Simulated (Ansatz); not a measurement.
# Ge(NH2)2H2 (GeN2H6): inputs that go wrong

2 inputs were typed for Ge(NH2)2H2 (GeN2H6). Each is run as it stands; the log then has to tell whether the result can be used.

Computed with Ansatz 0.2.0, Gaussian basis. Level: the settings change from run to run.

## (1) The relaxed structure

An earlier PBE0-D4 in a triple-zeta def2 set relaxation fixed the geometry.

9 atoms, charge 0, spin multiplicity 1.

Atoms are counted from 1 here; the program's logs count them from 0.

Bond lengths: Ge1–N2 1.843 Å, Ge1–N5 1.843 Å, Ge1–H8 1.534 Å, Ge1–H9 1.534 Å, N2–H3 1.010 Å, N2–H4 1.010 Å, N5–H6 1.010 Å, N5–H7 1.010 Å. Angles: N2–Ge1–N5 119.2°, N2–Ge1–H8 106.0°, N2–Ge1–H9 105.8°, N5–Ge1–H8 105.8°, N5–Ge1–H9 106.0°, H8–Ge1–H9 114.6°, Ge1–N2–H3 115.4°, Ge1–N2–H4 115.3°, H3–N2–H4 108.8°, Ge1–N5–H6 115.4°, Ge1–N5–H7 115.3°, H6–N5–H7 108.8°.

## (2) Try 1

in.yaml

```yaml
crystal:
  periodic: [false, false, false]
  atoms:
    - {symbol: Ge, position_ang: [-0.561337, 0.008597, -0.396225]}
    - {symbol: N, position_ang: [-0.716535, -0.003443, 1.439827]}
    - {symbol: H, position_ang: [-0.336001, 0.804715, 1.911905]}
    - {symbol: H, position_ang: [-0.375206, -0.837841, 1.895948]}
    - {symbol: N, position_ang: [1.116718, -0.002697, -1.157364]}
    - {symbol: H, position_ang: [1.672178, -0.825269, -0.968634]}
    - {symbol: H, position_ang: [1.677863, 0.817787, -0.976565]}
    - {symbol: H, position_ang: [-1.224118, 1.309660, -0.867025]}
    - {symbol: H, position_ang: [-1.253572, -1.271508, -0.881877]}
basis:
  gaussian: {orbitals: cc-pVDZ}
total_charge: 1
magnetization: {spin_polarized: true, initial_magnetization: 2}
hamiltonian: {xc: {name: r2SCANh}, dispersion: d3bj}
scf: {lower_state_search: off}
```

Launch:

```
$ ansatz run in.yaml --threads 4 --pin off --events-out ev --progress --plain --max-ram 3916MiB
```

Standard output:

```text
Error: a molecule whose nuclei and cores have a total charge of 52 cannot have a net charge of 1 together with 2 unpaired electrons
```

Run time: 0.05 s. Hardware: 4 threads of Arm Neoverse V1, shared host.

Diagnosis: Refused before any calculation. The number of unpaired electrons doesn't fit the electron count. Cure: make charge and initial_magnetization agree: an even electron count takes an even number of unpaired electrons.

## (3) Try 2

in.yaml

```yaml
crystal:
  periodic: [false, false, false]
  atoms:
    - {symbol: Ge, position_ang: [-0.628697, 0.009628, -0.443772]}
    - {symbol: N, position_ang: [-0.802519, -0.003856, 1.612606]}
    - {symbol: H, position_ang: [-0.376321, 0.901280, 2.141334]}
    - {symbol: H, position_ang: [-0.420231, -0.938382, 2.123461]}
    - {symbol: N, position_ang: [1.250724, -0.003021, -1.296247]}
    - {symbol: H, position_ang: [1.872839, -0.924302, -1.084870]}
    - {symbol: H, position_ang: [1.879207, 0.915921, -1.093753]}
    - {symbol: H, position_ang: [-1.371012, 1.466819, -0.971068]}
    - {symbol: H, position_ang: [-1.404000, -1.424089, -0.987702]}
basis:
  gaussian: {orbitals: def2-mTZVP, point_charges: [{charge: -1.00, position_ang: [5.641, 0.840, 0.223]}]}
total_charge: 4
hamiltonian: {xc: {name: wPBEh}}
scf: {lower_state_search: full}
output: {forces: true}
```

Launched as before.

Standard output, shortened:

```text
Functional definition: wPBEh
  name "wPBEh"
  cite "Heyd, Scuseria & Ernzerhof, J. Chem. Phys. 118, 8207 (2003) doi:10.1063/1.1564060"
  cite "Krukau, Vydrov, Izmaylov & Scuseria, J. Chem. Phys. 125, 224106 (2006) doi:10.1063/1.2404663"
  cite "Heyd & Scuseria, J. Chem. Phys. 120, 7274 (2004) doi:10.1063/1.1668634"
  cite "Ernzerhof & Perdew, J. Chem. Phys. 109, 3313 (1998) doi:10.1063/1.476928"
  cite "Perdew, Burke & Ernzerhof, Phys. Rev. Lett. 77, 3865 (1996) doi:10.1103/PhysRevLett.77.3865"
  parent pbe
[...]
866 factors; integrals over basis functions are off by at most 1.1e-3 eV
112 factors; integrals over basis functions are off by at most 3.7e-7 eV
[...]
mean field -59517.25511392 eV, -2187.2187831921 hartree, gradient 7.1e-6 eV, S^2 0.000000; 8 other end points of the search recorded, 0 dependent functions left out
[...]
reference -59517.25514361 eV, -2187.2187842833 hartree; 24, 24 occupied and 68, 68 virtual orbitals, 866 factors
Total energy: -59517.25514361 eV, -2187.2187842833 hartree
Atom 0 at    -0.628697     0.009628    -0.443772 Å, force    -1.698972     0.671214    -1.058995 eV/Å
Atom 1 at    -0.802519    -0.003856     1.612606 Å, force     4.612659     0.437170     0.709731 eV/Å
Atom 2 at    -0.376321     0.901280     2.141334 Å, force    -1.188982    -1.178048     0.130735 eV/Å
Atom 3 at    -0.420231    -0.938382     2.123461 Å, force    -1.981309     0.841085     0.493356 eV/Å
Atom 4 at     1.250724    -0.003021    -1.296247 Å, force     2.394098     0.566214     4.050179 eV/Å
Atom 5 at     1.872839    -0.924302    -1.084870 Å, force     0.274033     0.619589    -2.067751 eV/Å
Atom 6 at     1.879207     0.915921    -1.093753 Å, force     0.383851    -0.900830    -1.223912 eV/Å
Atom 7 at    -1.371012     1.466819    -0.971068 Å, force    -0.629360    -0.060116    -0.454754 eV/Å
Atom 8 at    -1.404000    -1.424089    -0.987702 Å, force    -0.427100    -0.725867    -0.308220 eV/Å
Dipole moment:     1.202120    -0.038735     0.592048 e Å
```

Run time: 8 s. Hardware: 4 threads of Arm Neoverse V1, shared host.

What is wrong: It ended without an error, which proves nothing about the input. The charge is far from anything that the molecule holds. Its coordinates are also moved off the relaxed structure (shortest distance 1.13 Å, against 1.01 Å), and have to be restored too. It asks for charge +4; the species has 0. Its energy belongs to another ion. Cure: type the charge that the molecule really has, and remove the point charge.

## (4) Summary

| try | level | ended | cause | time |
| --- | --- | --- | --- | --- |
| 1 | r2SCANh/cc-pVDZ | refused | the number of unpaired electrons doesn't fit the electron count | 0.05 s |
| 2 | wPBEh/def2-mTZVP | converged | the charge is far from anything that the molecule holds | 8 s |

1 refused, 1 converged. A refusal costs next to no computing time. The dangerous case is the input that converges on a wrong geometry, charge, spin, basis or grid: often only a look at the input shows it.
